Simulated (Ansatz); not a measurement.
# Mn3Be2Zn2CdTe8: the cost of one run

All numbers below are computed with Ansatz 0.2.0 (DFT PBE, scalar-relativistic, plane waves, PAW).

### Step 1. The starting structure

The cell holds 16 atoms (Be2CdMn3Te8Zn2): a = 8.577 Å, b = 8.577 Å, c = 8.577 Å, α = 60.00°, β = 60.00°, γ = 60.00°.

The sites of an ideal zinc blende lattice, at a guessed lattice constant, take 2 Zn, 2 Be, 3 Mn, 1 Cd; 8 Te (sublattices apart by semicolons), with a shake of 0.02 Å. Warren-Cowley parameters of the first shell (negative: unlike neighbours preferred): Be-Cd -0.33, Be-Mn -0.33, Be-Zn -0.33, Cd-Mn +0.11, Cd-Zn -0.33, Mn-Zn -0.33. In a cell this small the draw can fall short of the order aimed at.

Structure file:

```cif
data_structure
_symmetry_space_group_name_H-M 'P 1'
_symmetry_Int_Tables_number 1
_cell_length_a 8.5773
_cell_length_b 8.5773
_cell_length_c 8.5773
_cell_angle_alpha 60.000
_cell_angle_beta 60.000
_cell_angle_gamma 60.000
_cell_volume 446.21
loop_
_atom_site_label
_atom_site_type_symbol
_atom_site_fract_x
_atom_site_fract_y
_atom_site_fract_z
_atom_site_occupancy
Be1 Be 0.00020 0.99783 0.00471 1
Be2 Be 0.50266 0.50359 0.49610 1
Mn1 Mn 0.50185 0.00126 0.99816 1
Mn2 Mn 0.99920 0.99997 0.50305 1
Mn3 Mn 0.00094 0.50419 0.49752 1
Zn1 Zn 0.00038 0.49649 0.00132 1
Zn2 Zn 0.49739 0.00110 0.49905 1
Cd1 Cd 0.49966 0.50129 0.00489 1
Te1 Te 0.87022 0.87487 0.37949 1
Te2 Te 0.37081 0.87512 0.37503 1
Te3 Te 0.87826 0.37117 0.37924 1
Te4 Te 0.87844 0.87278 0.87458 1
Te5 Te 0.37815 0.37459 0.37700 1
Te6 Te 0.37486 0.87472 0.87491 1
Te7 Te 0.87874 0.37600 0.87049 1
Te8 Te 0.37779 0.37550 0.87330 1
```

### Step 2. Relaxing on a coarse mesh

Cell and atoms move without symmetry, on a coarse mesh with loose thresholds.

The input, input.yaml:

```yaml
crystal:
  lattice:
    - [-6.06506458, 6.06506458, 0.0]
    - [-6.06506458, 0.0, 6.06506458]
    - [0.0, 6.06506458, 6.06506458]
  atoms:
    - { symbol: Be, position: [0.0001980296, 0.9978312689, 0.0047112694] }
    - { symbol: Be, position: [0.5026598554, 0.5035876512, 0.4961026231] }
    - { symbol: Mn, position: [0.5018497973, 0.0012585465, 0.9981601623], spin: 4.0 }
    - { symbol: Mn, position: [0.9991950579, 0.9999664614, 0.5030525951], spin: 4.0 }
    - { symbol: Mn, position: [0.000939041, 0.5041945881, 0.4975234057], spin: -4.0 }
    - { symbol: Zn, position: [0.0003756536, 0.4964937407, 0.001316287] }
    - { symbol: Zn, position: [0.4973938214, 0.0010997318, 0.4990477718] }
    - { symbol: Cd, position: [0.4996610674, 0.5012904316, 0.0048883861] }
    - { symbol: Te, position: [0.8702201458, 0.8748670216, 0.3794900723] }
    - { symbol: Te, position: [0.3708060034, 0.8751219341, 0.3750348083] }
    - { symbol: Te, position: [0.8782580829, 0.3711668641, 0.3792361647] }
    - { symbol: Te, position: [0.8784371838, 0.872779343, 0.8745766422] }
    - { symbol: Te, position: [0.3781451237, 0.3745928474, 0.3769985768] }
    - { symbol: Te, position: [0.374859993, 0.8747234175, 0.8749075682] }
    - { symbol: Te, position: [0.8787427154, 0.375995338, 0.8704901537] }
    - { symbol: Te, position: [0.3777870199, 0.3755027426, 0.8732955223] }
  symmetry: { detect: false }
basis:
  ecutwfc: 420
kpoints:
  mp_grid: { grid: [2, 2, 2], shift: [0.5, 0.5, 0.5] }
hamiltonian:
  xc: pbe
scf:
  occupations: { method: gaussian, width: 0.1 }
  lower_state_search: "off"
output:
  forces: true
  stress: true
  eigenvalues: true
  populations: true
magnetization:
  spin_polarized: true
relax:
  adjacent_minimum: "off"
  f_tol: 0.04
  max_steps: 50
  cell: { stress_tol: 0.3 }
```

Run with:

```
$ ansatz run input.yaml --threads 4 --pin off --max-ram 9216MiB --backend cpu --events-out ev --progress --plain --runs-dir out
```

**Question.** How long does this run take on 4 threads of Intel Xeon Platinum 8259CL at 2.50GHz (Skylake/Cascade Lake), shared host, and how much memory does it need?

About 2.3 min, with a peak of 1.9 GiB.
